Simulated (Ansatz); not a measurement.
**SiGeCl+ (triplet): the correlation ladder, cc-pVTZ**

The task here is to estimate one member of a computed series from the others.

Computed with Ansatz 0.2.0, Gaussian basis. Level: cc-pVTZ, core rule «outside noble gas», up to 24 orbitals frozen.

Plan: UHF; CCSD(T) on ROHF; CCSD(T) on UHF; BCCD(T) on ROHF; CCSDT(Q) on ROHF; CCSDT(Q) on UHF; CASSCF and NEVPT2, 14 electrons in 12 orbitals.

5 further runs of the same task are left out: 5 set aside as unsound or not needed.

### What is computed

The geometry is a PBE0/def2-TZVP stationary point (not a proven minimum) of the parent state, kept for this charge and spin. No spin-orbit coupling is included. The filled d shell of Ge may be among the frozen orbitals whatever the setting's name suggests; the logs give the count.

3 atoms, charge 1, spin multiplicity 3.

Atoms are counted from 1 here; the program's logs count them from 0.

Bond lengths: Cl1–Ge2 2.190 Å, Ge2–Si3 2.406 Å. Angles: Cl1–Ge2–Si3 108.0°.

Coordinates:

```
Cl    0.0000   -0.6971    1.6968
Ge    0.0000    0.6280   -0.0462
Si    0.0000   -0.7442   -2.0224
```

Set-up of the first run:

Contents of in.yaml:

```yaml
crystal:
  periodic: [false, false, false]
  atoms:
    - {symbol: Cl, position_ang: [0.000000, -0.697134, 1.696808]}
    - {symbol: Ge, position_ang: [0.000000, 0.627975, -0.046205]}
    - {symbol: Si, position_ang: [0.000000, -0.744178, -2.022417]}
basis:
  gaussian: {orbitals: cc-pVTZ}
total_charge: 1
magnetization: {spin_polarized: true, initial_magnetization: 2}
hamiltonian: {xc: hf}
output: {orbitals: {seedname: orbitals}}
```

Run with:

```sh
> ansatz run in.yaml --threads 1 --pin off --events-out ev --progress --plain --max-ram 4096MiB --backend cpu
```

Steps of the session up to this table: UHF; CCSD(T) on ROHF; CCSD(T) on UHF; BCCD(T) on ROHF; CCSDT(Q) on ROHF; CCSDT(Q) on UHF; CASSCF and NEVPT2, 14 electrons in 12 orbitals.

One of the session's tables, all rows but one given; the rest of the session is left out.

```
        method  from RCCSDT(Q) (kJ/mol)
          ROHF                  +1034.0
           UHF                  +1010.1
          RMP2                   +161.2
          UMP2                   +170.9
         RCCSD                        ?
         UCCSD                    +59.2
      RCCSD(T)                     +9.0
      UCCSD(T)                     +9.1
       BCCD(T)                     +8.8
        RCCSDT                     +3.3
        UCCSDT                     +2.9
     RCCSDT(Q)                        0
     UCCSDT(Q)                     -0.8
CASSCF valence                   +831.3
NEVPT2 valence                   +182.4
```

**Question.** Estimate the row for RCCSD.

**Answer.** from RCCSDT(Q) (kJ/mol): +60.2. In the column «from RCCSDT(Q) (kJ/mol)» it lies between UCCSD (+59.2) and RMP2 (+161.2).

To keep in mind: Restricted and unrestricted rows rest on different reference determinants; where their highest levels disagree by more than a few hundredths of an eV, they describe different states and don't form one ladder.
